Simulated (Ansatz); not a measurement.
# Co: how the settings move a single-point run

Aim: see which settings change the result for Co, by how much, and at what cost.

Method: reference: DFT, LDA, PAW with Ansatz's default frozen-core files, scalar-relativistic, in Ansatz 0.2.0.

### Step 1. The structure to begin with

It takes space group P-3m1 (No. 164, trigonal). The conventional cell has a = 2.487 Å, b = 2.487 Å, c = 4.063 Å, α = 90.00°, β = 90.00°, γ = 120.00°. Co (site symmetry 3m) is surrounded by 12 Co at 2.42 to 2.55 Å.

As a file:

```
Co
1.0
     2.48736    0.00000    0.00000
    -1.24368    2.15412    0.00000
     0.00000    0.00000    4.06329
Co
2
Direct
  0.66667 0.33333 0.25986
  0.33333 0.66667 0.74014
```

### Step 2. Reference

The input, input.yaml:

```yaml
crystal:
  lattice:
    - [2.4873648738, 0.0, 0.0]
    - [-1.2436824369, 2.1541211692, 0.0]
    - [0.0, 0.0, 4.0632895034]
  atoms:
    - { symbol: Co, position: [0.6666666667, 0.3333333333, 0.259861], spin: 1.6, spin_axis: [1.0, 0.0, 0.0] }
    - { symbol: Co, position: [0.3333333333, 0.6666666667, 0.740139], spin: 1.6, spin_axis: [1.0, 0.0, 0.0] }
magnetization:
  noncollinear: true
  spin_spiral: { q: [0.0, 0.0, 0.0] }
kpoints:
  mp_grid: { grid: [12, 12, 12] }
scf:
  occupations: { method: fermi_dirac, width: 0.08 }
  lower_state_search: "off"
hamiltonian:
  xc: lda
  pseudopotentials: { kind: paw }
output:
  eigenvalues: false
```

Started as:

```console
$ ansatz run input.yaml --threads 2 --pin off --max-ram 5120MiB --backend cpu --events-out ev --progress --plain --runs-dir out
```

Excerpt of the output:

```text
[...]
Basis set: ecut = 420 eV, 391 PW (Γ)
[...]
k-points: 193 of 1728
[...]
SCF iter   1: F=—  HF=-10125.431677 eV  |F-HF|=—  |Δ(HF+E_count)|=         —  Δρ=6.73e-2  dr2=5.23e-1  dr2_m=2.17e-1  ethr=1.53e-3  |M|=3.01e0 ∫|m|=3.08e0 μB  |m|>n=0.0e0 m-floor=0.0e0 τ_xc=0.0e0  β_m=1.00  ⟨swp⟩=1.1  Hψ=34554  notcnv=0
preconditioner: auto → none  [metal: Δε(μ)=0.002 eV  Ē_g=6.141 eV  σ=0.080 eV  W_gap=0.01  n_scr=8 (ndim 8)  ℏωp=33.8 eV  f_vac=0.000  D(μ)=2.25/eV (n_scr^D=34)]
SCF iter   2: F=—  HF=-10125.324945 eV  |F-HF|=—  |Δ(HF+E_count)|=   1.07e-1  Δρ=1.85e-2  dr2=2.60e-2  dr2_m=1.71e-2  ethr=1.53e-3  |M|=3.02e0 ∫|m|=3.17e0 μB  |m|>n=0.0e0 m-floor=0.0e0 τ_xc=4.9e-25  β_m=1.00  ⟨swp⟩=2.1  Hψ=13026  notcnv=0
[...]
SCF iter  11: F=—  HF=-10125.420909 eV  |F-HF|=—  |Δ(HF+E_count)|=   1.26e-6  Δρ=5.45e-5  dr2=3.20e-7  dr2_m=1.48e-7  ethr=4.67e-8  |M|=3.17e0 ∫|m|=3.39e0 μB  |m|>n=0.0e0 m-floor=0.0e0 τ_xc=5.5e-25  β_m=0.52  ⟨swp⟩=2.1  Hψ=11220  notcnv=0  defer=81
SCF iter  12: F=-10125.420909 eV  HF=-10125.420909 eV  |F-HF|=1.82e-11  |Δ(HF+E_count)|=   3.53e-8  Δρ=2.77e-6  dr2=2.09e-10  dr2_m=3.82e-10  ethr=2.94e-10  |M|=3.17e0 ∫|m|=3.39e0 μB  |m|>n=0.0e0 m-floor=0.0e0 τ_xc=4.9e-25  ⟨swp⟩=3.0  Hψ=19338  notcnv=0
[...]
SCF converged after 12 iterations
Magnetization: |M| = 3.1723 μB,  M = (+3.1723, +0.0000, +0.0000) μB
[...]
Free energy (F): -10125.420909 eV
[...]
E sigma→0 (E₀):  -10125.399838 eV
[...]
Fermi energy:    18.166627 eV
[...]
```

Run time: 38 s. Hardware: 2 threads of Arm Neoverse V1, shared host; peak memory 0.54 GiB.

### Step 3. Changed: mp_grid.grid [6, 6, 6]

input.yaml, as its differences from that of step 2:

```diff
@@ -12,3 +12,3 @@
 kpoints:
-  mp_grid: { grid: [12, 12, 12] }
+  mp_grid: { grid: [6, 6, 6] }
 scf:
```

Started as:

```console
$ ansatz run input.yaml --threads 2 --pin off --max-ram 5120MiB --backend cpu --events-out ev --progress --plain --runs-dir out
```

Log, shortened:

```text
settings of this run that can trade accuracy for cost: output.eigenvalues: false. Do not mix this run's numbers with those of runs without the same settings; the input reference describes each key
[...]
Pseudopotentials: kind: paw
Pseudopotential: Co, paw, valence charge 17, recommended cutoff 420 eV (normal)
Functional definition: SPW92
[...]
Crystal: 2 atoms, lattice volume = 21.771 Å³
Basis set: ecut = 420 eV, 391 PW (Γ)
Bands: 42, of which v1, the nominal top of the filled ones, is band 34 counted from 1 (33 counted from 0)
Symmetry: 12 space group operations
k-points: 34 of 216
Spin spiral: q = (0, 0, 0) of the reciprocal vectors; moments are told in the frame that turns with it, a site's in that at the site
[...]
Starting moments: Σ|m| = 3.2 μB on 2 of 2 sites
[...]
SCF iter   1: F=—  HF=-10125.466681 eV  |F-HF|=—  |Δ(HF+E_count)|=         —  Δρ=6.92e-2  dr2=5.03e-1  dr2_m=2.39e-1  ethr=1.47e-3  |M|=3.04e0 ∫|m|=3.10e0 μB  |m|>n=0.0e0 m-floor=0.0e0 τ_xc=0.0e0  β_m=1.00  ⟨swp⟩=1.1  Hψ=6143  notcnv=0
[...]
spin-set hold released at iteration 4 (site moments contracting): the magnetisation degrees of freedom join the quasi-Newton model from the next iteration; the mixer history was flushed
[...]
SCF iter  11: F=-10125.462874 eV  HF=-10125.462874 eV  |F-HF|=7.64e-10  |Δ(HF+E_count)|=   2.05e-7  Δρ=7.08e-6  dr2=9.35e-10  dr2_m=2.50e-9  ethr=2.94e-10  |M|=3.18e0 ∫|m|=3.40e0 μB  |m|>n=0.0e0 m-floor=0.0e0 τ_xc=1.0e-23  ⟨swp⟩=1.7  Hψ=4154  notcnv=0
[...]
SCF converged after 11 iterations
Magnetization: |M| = 3.1798 μB,  M = (+3.1798, +0.0000, +0.0000) μB
Absolute magnetization: 3.4036 μB (∫|m|, with the PAW one-centre terms)
  site 0: m = (+1.6417, +0.0000, +0.0000) μB, |m| = 1.6417 μB  (R = 1.00 Å)
  site 1: m = (+1.6417, +0.0000, +0.0000) μB, |m| = 1.6417 μB  (R = 1.00 Å)
Free energy (F): -10125.462874 eV
[...]
E sigma→0 (E₀):  -10125.445024 eV
Entropy (-TS):   -0.035700 eV (-17.850 meV/atom)
Fermi energy:    18.151165 eV
[...]
settings of this run that can trade accuracy for cost: output.eigenvalues: false. Do not mix this run's numbers with those of runs without the same settings; the input reference describes each key
```

Wall time 6.2 s (2 threads of Arm Neoverse V1, shared host); peak memory 0.33 GiB.

Changing the k-point mesh moves the energy by -21.0 meV/atom. Sampling errors of the energy have no fixed sign. Cost: 11 SCF cycles against 12, 6.2 s against 38 s. These settings are too coarse to quote as the system's properties.

### Step 4. Side by side

```tsv
run	ending	energy change	abs. moment (μB)	cycles	time
reference	converged	0	3.39	12	38 s
1: mp_grid.grid [6, 6, 6]	converged	-21.0 meV/atom	3.40	11	6.2 s
```

Residual by cycle in the longest SCF loop of each run; runs are numbered as in the table. The quantity is the density residual dr2, in eV.

```tsv
cycle	reference	run 1
1	0.523	0.503
2	0.026	0.0231
3	0.00756	0.00719
4	9.0e-4	8.9e-4
5	3.4e-4	3.5e-4
6	5.2e-5	6.7e-4
7	0.00196	0.0073
8	0.0121	2.5e-4
9	3.7e-4	2.1e-5
10	1.6e-5	2.6e-6
11	3.2e-7	9.3e-10
12	2.1e-10	-
```

What this shows: Changing the k-point mesh moves the energy by -21.0 meV/atom. Sampling errors of the energy have no fixed sign. Cost: 11 SCF cycles against 12, 6.2 s against 38 s.
